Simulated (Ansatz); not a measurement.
# C₄H₉GaS: one species, many methods

Aim: compute C₄H₉GaS with functionals from several rungs and with coupled cluster. The yardstick is the atomisation energy at the CCSD(T) limit.

The runs use Ansatz 0.2.0, Gaussian basis; functionals in def2-TZVPP, the program's frozen cores in correlated methods.

Levels to be run: LDA (SPW92), PBE-D4, revPBE-D4, BLYP-D4, r2SCAN-D4, B97M-V, PBE0-D4, B3LYP-D4, r2SCANh-D4, r2SCAN0-D4, HSE06-D4, BHLYP-D4, CAM-B3LYP-D4, LC-ωPBE, ωB97X-V, ωB97M-V, B2PLYP, PBE-QIDH; CCSD(T)/def2-SVP; CCSD(T)/def2-TZVPP; MP2/def2-QZVPP; extrapolation to the limit; RPA on PBE.

## Step 1: Structure used throughout

All runs share one geometry, relaxed beforehand with PBE0-D4 in a triple-zeta def2 set.

SMILES `C=[C]([GaH2])CSC`, 15 atoms, charge 0, spin multiplicity 1.

Atoms are counted from 1 here; the program's logs count them from 0.

Bond lengths: C1–C2 1.327 Å, C1–H7 1.085 Å, C1–H8 1.090 Å, C2–Ga3 2.002 Å, C2–C4 1.499 Å, Ga3–H9 1.573 Å, Ga3–H10 1.573 Å, C4–S5 1.827 Å, C4–H11 1.095 Å, C4–H12 1.095 Å, S5–C6 1.798 Å, C6–H13 1.091 Å, C6–H14 1.090 Å, C6–H15 1.090 Å. Angles: C2–C1–H7 121.8°, C2–C1–H8 122.2°, H7–C1–H8 116.0°, C1–C2–Ga3 134.3°, C1–C2–C4 122.6°, Ga3–C2–C4 102.3°, C2–Ga3–H9 120.0°, C2–Ga3–H10 117.4°, H9–Ga3–H10 121.5°, C2–C4–S5 105.1°, C2–C4–H11 111.6°, C2–C4–H12 116.4°, S5–C4–H11 103.7°, S5–C4–H12 110.7°, H11–C4–H12 108.5°, C4–S5–C6 100.1°, S5–C6–H13 110.1°, S5–C6–H14 107.3° and more.

## Step 2: LDA

This LDA is Slater exchange with PW92 correlation.

in.yaml reads:

```yaml
crystal:
  periodic: [false, false, false]
  atoms:
    - {symbol: C, position_ang: [0.316615, -1.952182, 0.852256]}
    - {symbol: C, position_ang: [0.659994, -0.888210, 0.136647]}
    - {symbol: Ga, position_ang: [1.687199, 0.785251, 0.526093]}
    - {symbol: C, position_ang: [0.058482, -0.587944, -1.203534]}
    - {symbol: S, position_ang: [-0.215735, 1.218340, -1.209047]}
    - {symbol: C, position_ang: [-1.575768, 1.332970, -0.038310]}
    - {symbol: H, position_ang: [0.736986, -2.141151, 1.835026]}
    - {symbol: H, position_ang: [-0.393759, -2.693921, 0.486030]}
    - {symbol: H, position_ang: [1.345763, 1.638004, 1.802971]}
    - {symbol: H, position_ang: [2.997241, 1.041314, -0.305672]}
    - {symbol: H, position_ang: [0.778966, -0.744169, -2.012697]}
    - {symbol: H, position_ang: [-0.864798, -1.120530, -1.453761]}
    - {symbol: H, position_ang: [-1.360443, 0.733687, 0.847432]}
    - {symbol: H, position_ang: [-1.670761, 2.380532, 0.245881]}
    - {symbol: H, position_ang: [-2.499971, 0.998011, -0.509325]}
basis:
  gaussian: {orbitals: def2-TZVPP}
hamiltonian: {xc: lda}
output: {orbitals: {seedname: orbitals}}
```

Command:

```sh
ansatz run in.yaml --threads 2 --pin off --events-out ev --progress --plain --max-ram 32768MiB --backend cuda --devices 0, --max-vram 18GiB
```

The runs that follow: PBE-D4 (GGA); revPBE-D4 (GGA); BLYP-D4 (GGA); r2SCAN-D4 (meta-GGA); B97M-V (meta-GGA); B3LYP-D4 (hybrid); r2SCANh-D4 (hybrid); r2SCAN0-D4 (hybrid); HSE06-D4 (hybrid); BHLYP-D4 (hybrid); CAM-B3LYP-D4 (range-separated); LC-ωPBE (range-separated); ωB97X-V (range-separated); ωB97M-V (range-separated); B2PLYP (double hybrid); PBE-QIDH (double hybrid); CCSD(T) in def2-SVP; CCSD(T) in def2-TZVPP; MP2 in def2-QZVPP; RPA on PBE orbitals.

Before running them: what should the planned runs give, taken together? Wanted: atomisation energy, CCSD(T)/CBS; farthest beyond LDA; mean size of error, GGA; mean size of error, meta-GGA; mean size of error, hybrid; mean size of error, range-separated; mean size of error, double hybrid; gap, smallest and largest; T1 diagnostic.

The runs gave:

| quantity | value |
| --- | --- |
| atomisation energy, CCSD(T)/CBS | 56.533 eV |
| functionals within 0.565 eV (1.0 %) | revPBE-D4, BLYP-D4, r2SCAN-D4, B97M-V, PBE0-D4, B3LYP-D4, r2SCANh-D4, r2SCAN0-D4, HSE06-D4, CAM-B3LYP-D4, LC-ωPBE, ωB97X-V, ωB97M-V, PBE-QIDH |
| farthest beyond LDA | BHLYP-D4 (-1.517 eV) |
| mean size of error, GGA | 0.550 eV |
| mean size of error, meta-GGA | 0.251 eV |
| mean size of error, hybrid | 0.478 eV |
| mean size of error, range-separated | 0.104 eV |
| mean size of error, double hybrid | 0.429 eV |
| gap, smallest and largest | 4.82 eV (LDA (SPW92)), 11.66 eV (LC-ωPBE) |
| T1 diagnostic | 0.0124 |
| triples share of the correlation energy | 4.4 % |

In words: The LDA atomisation energy is off by 8.074 eV (14 %): it overbinds. PBE-D4 misses by +1.095 eV. Double hybrids carry the basis error of their MP2 part in triple zeta, and no dispersion term here, so their miss is partly the set-up's. The rungs range-separated, meta-GGA, double hybrid, hybrid, GGA miss on average by less than the doubt on the reference (0.565 eV), so they tie. The reference freezes the cores and leaves out relativity and excitations past (T), and its outer-core shells are covered unevenly, so misses under about 0.565 eV can't be ranked. Hartree-Fock recovers 73 % of the binding; the rest is correlation. CCSD(T) in def2-SVP is off by -2.681 eV, which most functionals beat. Orbital gaps span 4.8 to 11.7 eV; exact exchange widens them. Correlated methods include outer-core shells of Ga, which these sets cover unevenly.
